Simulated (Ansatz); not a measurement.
Task: an atomisation energy of CH6BrGeN, SMILES N[CH2][GeH2][Br], with the Ansatz DFT code, driven from Python. Give the script and its output. Use (for the species named): r2SCAN, cc-pVDZ basis, multiplicity 1, D3BJ dispersion.

Contents of `ch6brgen.xyz`:
```text
10

N    -1.44900    0.26380    0.16330
C    -0.35680   -0.00910   -0.69440
Ge    1.11770   -0.56580    0.39680
Br    1.88980    1.20230    1.77930
H    -2.29810    0.53550   -0.49410
H    -1.27530    1.19540    0.68480
H    -0.03210    0.88480   -1.28930
H    -0.57680   -0.82070   -1.38820
H     2.33550   -0.96260   -0.46220
H     0.72830   -1.77460    1.30690
```

The script, `run_tae.py`:
```python
# -*- coding: utf-8 -*-
'''Energy to split CH6BrGeN into its atoms.'''

from collections import Counter

import ansatz

BASIS_SET = 'cc-pVDZ'
FUNCTIONAL = 'r2scan'
VDW = 'd3bj'


def energy(molecule, charge=0, unpaired=0):
    calc = (
        molecule.calculation()
        .basis(gaussian=BASIS_SET)  # the orbital basis, by name
        .functional(FUNCTIONAL, dispersion=VDW)
    )
    if charge:
        calc = calc.charge(charge)
    if unpaired:
        calc = calc.spin('collinear', total=unpaired)
    return calc.run().report['free_energy_ev']


def main():
    system = ansatz.Crystal.molecule_from_extxyz('ch6brgen.xyz')

    # Hund ground states
    unpaired = {'N': 3, 'C': 2, 'Ge': 2, 'Br': 1, 'H': 1}
    counts = Counter(site.symbol for site in system.cartesian_sites)
    atom_energy = {s: energy(ansatz.Crystal.molecule().atom(s, (0, 0, 0)), 0, unpaired[s]) for s in counts}
    whole = energy(system, 0, 0)
    for s, e in atom_energy.items():
        print(f'{s:2s} x{counts[s]}  {e:14.5f} eV')
    print(f'CH6BrGeN: {whole:.5f} eV')
    split = sum(counts[s] * e for s, e in atom_energy.items()) - whole
    print(f'atomisation energy (no zero-point term): {23.060548 * split:.1f} kcal/mol, {split / sum(counts.values()):.3f} eV an atom')


if __name__ == '__main__':
    main()
```

Output of `python run_tae.py`:
```text
DeckWarning: the engine holds no damping parameters fitted to this dispersion correction and functional, so the run takes those fitted to r2scan beside the three-body term, which d3bj leaves out (hamiltonian.dispersion, under Limitations)
N  x1     -1484.86654 eV
C  x1     -1029.30532 eV
Ge x1    -56514.61198 eV
Br x1    -70043.89305 eV
H  x6       -13.58415 eV
CH6BrGeN: -129186.25082 eV
atomisation energy (no zero-point term): 739.5 kcal/mol, 3.207 eV an atom
```
(Warnings from the package without file and line.)

739.5 kcal/mol from the electronic energies, without the zero-point term.

What to keep in mind:
- These settings explore the input space; basis and method may be short of convergence.
- The geometry is a force-field or estimated start, not a minimum of this method, and the basis set is short of its limit. All parts are taken at fixed geometry, without zero-point energy.
- The spin-orbit lowering of heavy atoms is left out.
- A dispersion term here runs with damping parameters fitted for another variant or functional.
- Timing: 41 s on 1 thread of AMD EPYC (Zen 3), on a shared host, peak memory 0.26 GiB.

(A comment or docstring line of the script was reworded after the run, the code is as it ran; lines on the test bed's own set-up are left out of the output.)
